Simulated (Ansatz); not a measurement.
AlH₈OPSi₂, SMILES [OH][Al]([SiH3])[SiH2]P, a single point from an input written key by key

Computed with Ansatz 0.2.0, Python API.

Contents of `alh8opsi2.yaml`:
```yaml
crystal:
  periodic: [false, false, false]
  atoms:
    - { symbol: O, position_ang: [-2.5536, 0.7701, 0.5544] }
    - { symbol: Al, position_ang: [-0.9912, 0.0681, 0.091] }
    - { symbol: Si, position_ang: [-0.5647, -0.5078, -2.1611] }
    - { symbol: Si, position_ang: [0.7299, -0.277, 1.7402] }
    - { symbol: P, position_ang: [2.4871, 0.8137, 1.1804] }
    - { symbol: H, position_ang: [-3.1776, 0.0556, 0.7614] }
    - { symbol: H, position_ang: [-0.5954, 0.6933, -2.9875] }
    - { symbol: H, position_ang: [0.8635, -1.0526, -2.2386] }
    - { symbol: H, position_ang: [-1.5051, -1.4919, -2.5612] }
    - { symbol: H, position_ang: [0.9633, -1.7225, 1.8455] }
    - { symbol: H, position_ang: [0.1495, 0.1855, 3.0657] }
    - { symbol: H, position_ang: [2.4959, 0.3558, -0.1588] }
    - { symbol: H, position_ang: [1.719, 2.0749, 0.8834] }
basis:
  gaussian: { orbitals: def2-SVP }
correlation:
  method: mp2
output:
  forces: true
```

The cells in order, each with its output:

**Cell 1**
```python
import ansatz
import numpy as np
```

**Cell 2**
```python
session = ansatz.Session.from_deck('alh8opsi2.yaml')
rep = session.plan(threads=1).execute().report
```

**Cell 3**
```python
print('reference energy %16.6f eV' % rep['reference_energy_ev'])
print('total energy     %16.6f eV' % rep['free_energy_ev'])
print('occupied orbitals outside the frozen core (up, down):', rep['n_occupied'], ' frozen:', rep['n_frozen'], ' virtual:', rep['n_virtual'])
symbols = ['O', 'Al', 'Si', 'Si', 'P', 'H', 'H', 'H', 'H', 'H', 'H', 'H', 'H']
print('correlation energy', round(rep['free_energy_ev'] - rep['reference_energy_ev'], 5), 'eV')
cluster = rep['correlation'].get('coupled_cluster')
if cluster:
    print('cycles', cluster['cycles'], ' T1 diagnostic', round(cluster['t1_diagnostic'], 4), ' largest double', round(cluster['largest_double'], 4))
```
Output:
```text
reference energy    -33732.081143 eV
total energy        -33747.770149 eV
occupied orbitals outside the frozen core (up, down): [15, 15]  frozen: 21  virtual: [90, 90]
correlation energy -15.68901 eV
```

**Cell 4**
```python
forces = np.array(rep['forces_ev_ang'])
print('largest force', round(float(np.linalg.norm(forces, axis=1).max()), 4), 'eV/A, rms', round(float(np.sqrt((forces ** 2).mean())), 4))
charges = rep['charge_distribution']
print('dipole moment', round(4.803205 * float(np.linalg.norm(charges['dipole_moment_e_ang'])), 3), 'D')
print('Mulliken:', [(s, round(q, 3)) for s, q in zip(symbols, charges['mulliken_charges_e'])])
```
Output:
```text
largest force 2.8021 eV/A, rms 0.8604
dipole moment 1.592 D
Mulliken: [('O', -0.505), ('Al', 0.724), ('Si', 0.075), ('Si', 0.022), ('P', -0.065), ('H', 0.19), ('H', -0.089), ('H', -0.099), ('H', -0.101), ('H', -0.083), ('H', -0.071), ('H', 0.006), ('H', -0.004)]
```

What to keep in mind:
- Total energies depend on the basis set; only differences at equal settings carry meaning.
- The geometry is a force-field or estimated start, not a minimum of this method, and the basis set is short of its limit.
- Finished in 10 s on 1 thread of Arm Neoverse V1 (shared host), peak memory 0.38 GiB.

(Lines on the test bed's own set-up are left out of the output.)
